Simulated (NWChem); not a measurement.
**doublet GeSiH3ClO+: levels of theory compared**

Aim: a comparison of 4 runs (UHF/6-31G*, UB3LYP/6-31G*, UPBE0/6-31G*, UMP2/6-31G*) of doublet GeSiH3ClO+. 

The calculation is run with NWChem 7.3.0.

2 further runs of the same task are left out: 2 that didn't finish. Runs told in other sessions of the task aren't counted.

### Step 1. The molecule

GeSiH3ClO+ has 7 atoms, charge +1, and is taken as a doublet. SMILES of the parent species: `Cl[SiH]1[O][GeH2]1`. Geometry: relaxed at PBE0-D4/def2-TZVP. That shape belongs to the parent species and isn't relaxed for this state.

Bond lengths: Cl1–Si2 2.039 Å, Si2–O3 1.633 Å, Si2–Ge4 2.255 Å, O3–Ge4 1.905 Å, Si2–H5 1.478 Å, Ge4–H6 1.535 Å, Ge4–H7 1.534 Å. Some angles: Cl1–Si2–O3 117.0°, Cl1–Si2–Ge4 122.5°, O3–Si2–Ge4 56.0°, Si2–O3–Ge4 78.8°, Si2–Ge4–O3 45.3°, Cl1–Si2–H5 107.1°, O3–Si2–H5 118.0°, Ge4–Si2–H5 126.8°, Si2–Ge4–H6 124.6°, Si2–Ge4–H7 122.6°.

### Step 2. A single-point energy at UHF/6-31G(d) (spherical functions) (run 1)

run.py

```python
from ase import Atoms
from ase.calculators.nwchem import NWChem

molecule = Atoms(['Cl', 'Si', 'O', 'Ge', 'H', 'H', 'H'], positions=[
    [0.946700, -2.488800, 0.655700],
    [-0.269300, -1.038200, -0.101800],
    [0.399800, 0.013200, -1.157400],
    [0.044800, 1.152900, 0.326900],
    [-1.538000, -1.691900, -0.484400],
    [-0.900200, 2.274100, -0.128200],
    [1.377500, 1.710600, 0.843500],
])

calc = NWChem(
    label='work',
    theory='scf',
    memory='2200 mb',
    basis='6-31G*',
    basispar='spherical bse',
    charge=1,
    scf={'nopen': '1', 'uhf': None, 'thresh': '1e-08', 'maxiter': '80'},
    task='energy',
)
molecule.calc = calc

e = molecule.get_potential_energy()
print(f"E = {e:.6f} eV")
```

Command:

```sh
$ export ASE_NWCHEM_COMMAND="nwchem PREFIX.nwi > PREFIX.nwo"
$ python run.py
```

Output:

```text
E = -78907.879818 eV
```

The calculator wrote work.nwi:

```
title "work"

permanent_dir work

scratch_dir work

start work

geometry units angstrom nocenter noautosym noautoz
  Cl 9.4669999999999999e-01 -2.4887999999999999e+00 6.5569999999999995e-01
  Si -2.6929999999999998e-01 -1.0382000000000000e+00 -1.0180000000000000e-01
  O  3.9979999999999999e-01 1.3200000000000000e-02 -1.1574000000000000e+00
  Ge 4.4800000000000000e-02 1.1529000000000000e+00 3.2690000000000002e-01
  H  -1.5380000000000000e+00 -1.6919000000000000e+00 -4.8440000000000000e-01
  H  -9.0020000000000000e-01 2.2740999999999998e+00 -1.2820000000000001e-01
  H  1.3774999999999999e+00 1.7105999999999999e+00 8.4350000000000003e-01
end

charge 1

memory 2200 mb

basis spherical bse noprint
   * library 6-31G*
end

scf
  nopen 1
  uhf
  thresh 1e-08
  maxiter 80
end

task scf energy
```

work.nwo (excerpt; [...] marks lines left out):

```text
[...]
      One electron energy =  -4860.886377722671
[... 1 line left out ...]
 Nuclear repulsion energy =    422.338190024339
[... 59 lines left out ...]
          Final beta eigenvalues
[... 295 lines left out ...]
                     UHF Final Beta Molecular Orbital Analysis
[...]
```

Wall time 98 s (1 thread of Intel Xeon Platinum 8259CL at 2.50GHz (Skylake/Cascade Lake), shared host); peak memory 0.099 GiB.

### Step 3. A single-point energy at UB3LYP/6-31G(d) (spherical functions) (run 2)

calc.nw

```
start calc
memory stack 880 mb heap 220 mb global 1100 mb
charge 1

geometry units angstroms noautosym nocenter noautoz
Cl    0.946700   -2.488800    0.655700
Si   -0.269300   -1.038200   -0.101800
O     0.399800    0.013200   -1.157400
Ge    0.044800    1.152900    0.326900
H    -1.538000   -1.691900   -0.484400
H    -0.900200    2.274100   -0.128200
H     1.377500    1.710600    0.843500
end

basis spherical bse
Cl library 6-31G*
Si library 6-31G*
O library 6-31G*
Ge library 6-31G*
H library 6-31G*
end

dft
xc b3lyp
mult 2
grid xfine
convergence energy 1e-08
maxiter 100
mulliken
print medium
end

task dft energy
```

Command:

```sh
$ nwchem calc.nw > calc.out
```

Output:

```text
[...]
          Wavefunction type:  spin polarized.
          No. of atoms     :     7
          No. of electrons :    73
[...]
          Charge           :     1
          Spin multiplicity:     2
[...]
          AO basis - number of functions:    88
[...]
              XC Information
              --------------
                         B3LYP Method XC Potential
                     Hartree-Fock (Exact) Exchange  0.200
                        Slater Exchange Functional  0.800 local
                    Becke 1988 Exchange Functional  0.720 non-local
              Lee-Yang-Parr Correlation Functional  0.810
                  VWN I RPA Correlation Functional  0.190 local
[...]
 d= 0,ls=0.0,diis     1  -2902.9023999448 -3.33D+03  1.48D-02  1.12D+00     7.8
[...]
 d= 0,ls=0.0,diis    13  -2903.1850974057 -4.34D-09  6.36D-07  9.98D-10    98.1
[...]
         Total DFT energy =    -2903.185097405730
      One electron energy =    -4860.719456982499
           Coulomb energy =     1672.944873061146
    Exchange-Corr. energy =     -137.748703508716
 Nuclear repulsion energy =      422.338190024339
[...]
      Total Density - Mulliken Population Analysis
     ---------------------------------------------
    Atom       Charge   Shell Charges
 -----------   ------   -------------------------------------------------------
    1 Cl  17    17.02   2.00  2.00  5.97  1.44  3.61  0.53  1.46  0.02
    2 Si  14    13.25   2.00  2.00  5.96  1.03  1.69  0.13  0.15  0.29
    3 O    8     8.41   2.00  0.93  2.82  0.97  1.66  0.02
    4 Ge  32    31.70   2.00  2.00  6.00  2.00  5.99  1.40  1.97  0.05  0.12  6.85  2.94  0.38
    5 H    1     0.94   0.49  0.45
    6 H    1     0.84   0.46  0.38
    7 H    1     0.84   0.47  0.37
[...]
      <S2> =      0.7538 (Exact =     0.7500)
[...]
```

Run time: 99 s. Hardware: 1 thread of Intel Xeon Platinum 8259CL at 2.50GHz (Skylake/Cascade Lake), shared host; peak memory 0.14 GiB.

Run 3 isn't shown in full; the table further down has it.

### Step 4. A single-point energy at UMP2/6-31G(d) (spherical functions) (run 4)

clgeh3osi.nw

```
start clgeh3osi
title "ClGeH3OSi mp2"
memory total 2200 mb
charge 1
geometry noautosym nocenter noautoz
   Cl       0.946700      -2.488800       0.655700
   Si      -0.269300      -1.038200      -0.101800
   O        0.399800       0.013200      -1.157400
   Ge       0.044800       1.152900       0.326900
   H       -1.538000      -1.691900      -0.484400
   H       -0.900200       2.274100      -0.128200
   H        1.377500       1.710600       0.843500
end
basis spherical bse
   * library 6-31G*
end
scf
   doublet
   uhf
   thresh 1e-08
   maxiter 80
end
mp2
   freeze core 20
   tight
end
task mp2 energy
```

Command:

```sh
$ nwchem clgeh3osi.nw > clgeh3osi.out
```

Output:

```text
[...]
  functions       =    88
[...]
  wavefunction    = UHF
[...]
         Total SCF energy =  -2899.811121239833
      One electron energy =  -4860.886377722731
      Two electron energy =   1538.737066458558
 Nuclear repulsion energy =    422.338190024339
                       Sz =      0.5000
                 Sz(Sz+1) =      0.7500
                      S^2 =      0.7848
[...]
          Total MP2 energy         -2900.418224049508
[...]
```

Wall time 1.8 min (1 thread of Intel Xeon Platinum 8259CL at 2.50GHz (Skylake/Cascade Lake), shared host); peak memory 0.22 GiB.

### Step 5. All runs side by side

| run | level | iteration cap | module | energy (Eh) | HOMO energy (eV) | LUMO energy (eV) | ⟨S²⟩ | wall time |
| --- | --- | --- | --- | --- | --- | --- | --- | --- |
| 1 | UHF/6-31G* (spherical functions) | 80 | scf | -2899.811121 | -17.10 | -7.27 | 0.785 | 98 s |
| 2 | UB3LYP/6-31G* (spherical functions) | 100 | dft | -2903.185097 | -13.86 | -11.51 | 0.754 | 99 s |
| 3 | UPBE0/6-31G* (spherical functions) | 100 | dft | -2902.495186 | -14.15 | -11.27 | 0.755 | 96 s |
| 4 | UMP2/6-31G* (spherical functions) | 80 | mp2 | -2900.418224 | -17.10 | -7.27 | 0.785 | 1.8 min |

### Step 6. Summary of results

| quantity | value |
| --- | --- |
| run 4: total energy | -2900.41822 Eh |
| run 4: HOMO energy (Hartree–Fock orbitals) (highest over α and β) | -17.10 eV |
| run 4: LUMO energy (Hartree–Fock orbitals) (lowest over α and β) | -7.27 eV |
| run 4: correlation energy (20 core orbitals frozen) | -607.1 mEh |
| run 4: ⟨S²⟩ of the reference determinant | 0.785 |

**Reading.** Totals of different functionals can't be ranked against each other. All runs together took 6.7 min, the longest 1.8 min.
